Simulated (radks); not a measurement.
# Valence configurations of Co

One table from this session's results is given with a row withheld; the runs are named, their logs left out.

The numbers are computed with radks (a radial shooting solver on a logarithmic mesh, Libxc functionals) version 1 (Dirac Kohn-Sham, PBE, spin-unpolarised, spherical densities, finite nucleus; open shells fill j = l - 1/2 first), except any that are marked as measured or tabulated.

### The atom as given

| Item | Value |
| --- | --- |
| element | cobalt (Z = 27) |
| charge | 0 |
| electrons | 27 |
| configuration | [Ar] 3d7 4s2 |
| nuclear rms radius | 3.7875 fm |
| others tried | 3d7 4s1 4p1; 3d7.5 4s1 4p0.5; 3d7.5 4s1.5; 3d6.5 4s2 4p0.5; 3d8 4s1; 3d7 4s1.5 4p0.5; 3d9; 3d8 4p1; 3d6 4s2 4p1 |

The first run:

The run's settings:

```text
Z 27
configuration [Ar] 3d7 4s2
relativity Dirac
functional pbe,pbe
spin unpolarised
j_filling energy
nucleus finite rms 3.7875 fm
c 137.035999084
```

Among the steps run: [Ar] 3d7 4s2.

One of the session's tables, all rows but one given; the rest of the session is left out.

From the orbitals of this run (lengths in bohr):

```
level     <r>  outermost maximum (interpolated)  90 % within  nodes
2p1/2  0.2228                             0.170        0.365      0
2p3/2  0.2259                             0.173        0.370      0
3s1/2  0.7736                             0.669         1.16      2
3p1/2       ?                                 ?            ?      ?
3p3/2  0.8193                             0.681         1.26      1
3d3/2   1.068                             0.667         1.89      0
3d5/2   1.075                             0.669         1.90      0
4s1/2   2.894                              2.32         4.45      3
```

Estimate the missing values for 3p1/2.

**Answer.** <r>: 0.8096; outermost maximum (interpolated): 0.673; 90 % within: 1.25; nodes: 1. In the column «<r>» it lies between 3s1/2 (0.7736) and 3p3/2 (0.8193).
